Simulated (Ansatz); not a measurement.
# InSb3: the cost of one run

Program: Ansatz 0.2.0. Level of theory: DFT PBEsol, scalar-relativistic, plane waves, PAW. These are calculated values, not measurements.

## 1. The system as given

The structure is cubic, space group Pm-3m (No. 221). Conventional cell: a = 4.806 Å, b = 4.806 Å, c = 4.806 Å, α = 90.00°, β = 90.00°, γ = 90.00°. Around In (site symmetry m-3m) lie 12 Sb at 3.40 Å. Around Sb (site symmetry 4/mmm) lie 4 In at 3.40 Å and 8 Sb at 3.40 Å.

Coordinates:

```
In Sb
1.0
     4.80637    0.00000    0.00000
     0.00000    4.80637    0.00000
     0.00000    0.00000    4.80637
In Sb
1 3
Cartesian
  0.0000 0.0000 0.0000
  2.4032 0.0000 2.4032
  0.0000 2.4032 2.4032
  2.4032 2.4032 0.0000
```

The structure comes from the Materials Project (structure only).

## 2. One atom moved

Against the listed cell: atom 4 (Sb) moved by 0.23 Å.

Contents of input.yaml:

```yaml
crystal:
  lattice:
    - [4.806367, 0.0, 0.0]
    - [0.0, 4.806367, 0.0]
    - [0.0, 0.0, 4.806367]
  atoms:
    - { symbol: In, position: [0.0, 0.0, 0.0] }
    - { symbol: Sb, position: [0.5, 0.0, 0.5] }
    - { symbol: Sb, position: [0.0, 0.5, 0.5] }
    - { symbol: Sb, position: [0.4886026182, 0.4863514376, -0.0433050576] }
basis:
  ecutwfc: 420
kpoints:
  mp_grid: { grid: [8, 8, 8] }
hamiltonian:
  xc: pbesol
scf:
  occupations: { method: gaussian, width: 0.1 }
output:
  forces: true
  stress: true
  eigenvalues: true
```

Started as:

```
> ansatz run input.yaml --threads 1 --pin off --max-ram 1331MiB --backend cpu --events-out ev --progress --plain --runs-dir out
```

What time and memory should one allow on 1 thread of an x86-64 CPU, shared host?

About 2.9 min, with a peak of 0.91 GiB.
